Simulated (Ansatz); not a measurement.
# The pair F···CH₃NO, charge −1: a pair, distance and slip

A grid of calculations on the pair F···CH₃NO, charge −1, to see where the energy is lowest and how it rises around there.

Computed with Ansatz 0.2.0. Level: RKS BHLYP-D4/def2-SVPD.

## Step 1: Where the work starts

7 atoms, charge -1, spin multiplicity 1.

Atoms are counted from 1 here; the program's logs count them from 0.

Bond lengths: N2–C3 1.333 Å, N2–H5 1.026 Å, N2–H6 1.227 Å, C3–O4 1.255 Å, C3–H7 1.129 Å. Angles: C3–N2–H5 113.1°, C3–N2–H6 126.3°, H5–N2–H6 120.6°, N2–C3–O4 128.7°, N2–C3–H7 111.7°, O4–C3–H7 119.6°.

Coordinates:

```
atom    x (Å)    y (Å)    z (Å)
  F1  -0.5795  -0.9654  -2.2083
  N2  -0.4721   0.0076   0.0301
  C3   0.6237   0.3214   0.7218
  O4   0.7101   0.8205   1.8700
  H5  -1.3404   0.2169   0.5347
  H6  -0.5064  -0.4812  -1.0944
  H7   1.5645   0.0802   0.1462
```

This geometry comes from a loose relaxation at PBE in a small basis, which is not shown.

## Step 5: Setting up the map

The axes are (1) separation of H6 and F1 along their line in the relaxed pair: 9 values from 1.081 to 2.481 Å; (2) sideways slip of F1: 9 values from −1.500 Å.

Nothing else is relaxed (both partners rigid). Energies count from the ion and the molecule far apart, frozen as in the relaxed pair, each in its own basis (no counterpoise correction). Points are written as (first, second).

(The set-up runs are not shown.)

## Step 6: Point (1.611 Å, −1.500 Å)

input.yaml

```yaml
crystal:
  periodic: [false, false, false]
  atoms:
    - { symbol: F, position_ang: [-2.041542, -1.085913, -2.447034] }
    - { symbol: "N", position_ang: [-0.481947, 0.009979, 0.035558] }
    - { symbol: C, position_ang: [0.614324, 0.310356, 0.698607] }
    - { symbol: O, position_ang: [0.709604, 0.799471, 1.822128] }
    - { symbol: H, position_ang: [-1.33796, 0.212249, 0.523207] }
    - { symbol: H, position_ang: [-0.499945, -0.44536, -1.01229] }
    - { symbol: H, position_ang: [1.529568, 0.071391, 0.124748] }
total_charge: -1
basis:
  gaussian: { orbitals: def2-SVPD }
hamiltonian:
  xc: { name: BHLYP }
  dispersion: d4
output:
  forces: true
```

Launch:

```
$ ansatz run input.yaml --threads 1 --pin off --max-ram 2560MiB --backend cpu --events-out ev --progress --plain --runs-dir out
```

Further runs follow: the other points that were computed.

Q: Predict the outcome of this session. Wanted: lowest point; highest computed point; largest force on an atom.

As calculated:

| quantity | value |
| --- | --- |
| lowest point | (1.282 Å, 0.000 Å), −50.2 kcal/mol |
| highest computed point | (2.481 Å, 1.500 Å), 31.9 kcal/mol above the lowest |
| largest force on an atom (eV/Å) | 0.04 at (1.282 Å, 0.000 Å) to 4.05 at (2.481 Å, 1.500 Å); 0.04 at the lowest point |
| time for the whole task | 7 min on 1 thread, shared host |

What this shows: The lowest computed point is at (1.282 Å, 0.000 Å), −50.2 kcal/mol from the ion and the molecule far apart, frozen as in the relaxed pair, each in its own basis (no counterpoise correction). The grid shows no other well, apart from its symmetry copies. The highest computed point, (2.481 Å, 1.500 Å), lies 31.9 kcal/mol above the lowest. Round the minimum the two coordinates are nearly uncoupled. No counterpoise correction was made, so wells between separate parts tend to come out somewhat too deep.
